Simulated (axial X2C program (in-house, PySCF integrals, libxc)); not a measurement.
**CsBe: EOM-EA-CCSD levels**

Aim: EOM-EA-CCSD levels of CsBe, with spin–orbit coupling in the Hamiltonian from the start.

Computed with an in-house X2C program for linear molecules on PySCF integrals. Level: two-component X2C with atomic mean-field terms, Cs dyall-acv3z, Be dyall-acv3z.

All values are calculated.

**1. Set-up**

Input file task.json:

```json
{"zs": [55, 4], "q": 0, "bas": ["dyall-acv3z", "dyall-acv3z"], "r0": 3.34, "eom": "ea", "thr": -2.0, "nmax": 92, "grid": [1, 0.96, 1.045, 0.92, 1.09, 1.15]}
```

Keys: zs atomic numbers; q charge; bas basis sets; r0 starting distance in Å; eom kind of EOM run; thr threshold in hartree for freezing inner shells (an s shell follows its p shell); nmax most natural virtual spinors; grid distances as factors.

Launch:

```sh
> python soeom.py task.json out
```

After this run come: EOM-EA-CCSD at 3.730 Å.

**Question.** What will these runs give? Wanted: next root led by one particle; T1 of the reference.

**Answer**, as computed:

| quantity | value |
| --- | --- |
| lowest root at 3.730 Å | Ω = 1/2, 3.668 eV |
| next root led by one particle | Ω = 1/2, about 4660 cm⁻¹ higher |
| T1 of the reference | 0.008 |

What this shows: The added electron is bound by 3.67 eV in a spinor of 56% Cs sσ, 36% Be pσ. Errors of 0.1 to 0.3 eV are usual at this size, and roots led by higher excitations are left out, so the list is incomplete, and low states of that kind can be missing.
